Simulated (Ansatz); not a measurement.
**F3H3OZr: a barrier at many levels of theory**

How high is the barrier of this step (Zr1–H7 formed, O2–H6 formed, Zr1–O2 loosened, H6–H7 broken), and how far do cheaper methods land from CCSD(T)?

The runs use Ansatz 0.2.0, Gaussian basis; single points in def2-TZVPP on PBE0-D4/def2-TZVP structures.

Levels: SPW92, PBE-D4, BLYP-D4, r2SCAN-D4, B97M-V, PBE0-D4, B3LYP-D4, r2SCAN0-D4, BHLYP-D4, CAM-B3LYP-D4, wB97X-V, wB97M-V, B2PLYP, PBE-QIDH, RPA on PBE, Hartree-Fock, MP2, CCSD, CCSD(T). The reference is CCSD(T) at the basis limit, from triple and quadruple zeta. Zero-point energies come from PBE0-D4 vibrations.

Cores are frozen in the correlated methods. Core potentials replace the inner electrons past krypton, and spin-orbit coupling is left out. B3LYP uses VWN-RPA correlation. B2PLYP carries no dispersion term here.

80 further runs of the same task are left out: 80 set aside as unsound or not needed. Runs told in other sessions of the task aren't counted.

## 1. Start, saddle and end, as given

Charge 0, multiplicity 1. The folders r, ts and p hold the start, the saddle and the end; their coordinates stand in the first inputs.

| pair | r (Å) | ts (Å) | p (Å) |
| --- | --- | --- | --- |
| Zr1–H7 | 3.009 | 2.039 | 1.867 |
| O2–H6 | 3.207 | 1.201 | 0.962 |
| Zr1–O2 | 1.900 | 2.151 | 2.370 |
| H6–H7 | 0.748 | 1.055 | 2.463 |

## 2. SPW92/def2-TZVPP

r/in.yaml

```yaml
crystal:
  periodic: [false, false, false]
  atoms:
    - {symbol: Zr, position_ang: [-0.733670, -0.440502, 0.171134]}
    - {symbol: O, position_ang: [0.432644, 0.298298, 1.476070]}
    - {symbol: F, position_ang: [0.161420, -1.764680, -0.868095]}
    - {symbol: F, position_ang: [-2.179448, -1.293458, 1.064432]}
    - {symbol: F, position_ang: [-1.468098, 0.927383, -0.935314]}
    - {symbol: H, position_ang: [1.583334, 0.486531, -1.510995]}
    - {symbol: H, position_ang: [1.190420, 1.123097, -1.534211]}
    - {symbol: H, position_ang: [1.013497, 0.663330, 2.136979]}
basis:
  gaussian: {orbitals: def2-TZVPP}
hamiltonian: {xc: lda}
```

ts/in.yaml

```yaml
crystal:
  periodic: [false, false, false]
  atoms:
    - {symbol: Zr, position_ang: [-0.549720, -0.392870, -0.326799]}
    - {symbol: O, position_ang: [1.102264, 0.126890, 0.948484]}
    - {symbol: F, position_ang: [-0.150436, -2.169297, -0.836830]}
    - {symbol: F, position_ang: [-1.734941, -0.278461, 1.152972]}
    - {symbol: F, position_ang: [-1.675439, 0.318168, -1.681957]}
    - {symbol: H, position_ang: [1.148947, 0.806378, -0.040122]}
    - {symbol: H, position_ang: [0.773724, 1.001808, -1.007071]}
    - {symbol: H, position_ang: [1.085701, 0.587383, 1.791323]}
basis:
  gaussian: {orbitals: def2-TZVPP}
hamiltonian: {xc: lda}
```

p/in.yaml

```yaml
crystal:
  periodic: [false, false, false]
  atoms:
    - {symbol: Zr, position_ang: [-0.659307, -0.252208, -0.563921]}
    - {symbol: O, position_ang: [1.136170, 0.078412, 0.947519]}
    - {symbol: F, position_ang: [0.047666, -1.992529, -0.844086]}
    - {symbol: F, position_ang: [-1.506368, 0.144201, 1.115371]}
    - {symbol: F, position_ang: [-2.096998, -0.099346, -1.793915]}
    - {symbol: H, position_ang: [1.827057, 0.677391, 0.648948]}
    - {symbol: H, position_ang: [0.410567, 1.073647, -1.326762]}
    - {symbol: H, position_ang: [0.841315, 0.370433, 1.816846]}
basis:
  gaussian: {orbitals: def2-TZVPP}
hamiltonian: {xc: lda}
```

One command serves all of them, each in its own folder.

On the command line:

```
$ ansatz run in.yaml --threads 8 --pin off --events-out ev --progress --plain --max-ram 19148MiB
```

The runs that follow: PBE-D4/def2-TZVPP; BLYP-D4/def2-TZVPP; r2SCAN-D4/def2-TZVPP; B97M-V/def2-TZVPP; PBE0-D4/def2-TZVPP; B3LYP-D4/def2-TZVPP; r2SCAN0-D4/def2-TZVPP; BHLYP-D4/def2-TZVPP; CAM-B3LYP-D4/def2-TZVPP; wB97X-V/def2-TZVPP; wB97M-V/def2-TZVPP; B2PLYP/def2-TZVPP; PBE-QIDH/def2-TZVPP; RPA on PBE/def2-TZVPP; CCSD(T)/def2-TZVPP; MP2/def2-QZVPP; SPW92/def2-SVP; PBE-D4/def2-SVP; PBE0-D4/def2-SVP; wB97M-V/def2-SVP; CCSD(T)/def2-SVP; Vibrations of the start structure; Vibrations of the end structure.

**Question.** What will these runs give? Wanted: barrier, CCSD(T)/CBS; reverse barrier, CCSD(T)/CBS; step energy, CCSD(T)/CBS; barrier with zero-point energy; step energy with zero-point energy; imaginary mode at the saddle; largest T1 diagnostic.

The runs gave:

| quantity | value |
| --- | --- |
| barrier, CCSD(T)/CBS | 1.501 eV |
| reverse barrier, CCSD(T)/CBS | 0.536 eV |
| step energy, CCSD(T)/CBS | +0.965 eV |
| barrier with zero-point energy | 1.570 eV |
| step energy with zero-point energy | +1.143 eV |
| imaginary mode at the saddle | 1078i cm⁻¹ |
| largest T1 diagnostic | 0.018 |

In words: The functionals run from B2PLYP, off by -0.023 eV, to SPW92, off by -0.588 eV, against CCSD(T)/CBS. Mean unsigned error by rung: LDA 0.588, GGA 0.175, meta-GGA 0.176, hybrid 0.099, range-separated hybrid 0.052, double hybrid 0.061 eV. The double hybrids carry no dispersion term here, unlike the levels marked D4 or V. PBE-D4 gives a barrier 0.257 eV too low, outside chemical accuracy (1 kcal/mol, 0.043 eV). Every functional without exact exchange puts the forward barrier too low. The barrier rises with the share of exact exchange, from BLYP-D4 through B3LYP-D4 to BHLYP-D4 (-0.093, -0.051, +0.040 eV). Hartree-Fock, with no correlation, is off by +0.345 eV. Zero-point motion raises the barrier by 0.069 eV.
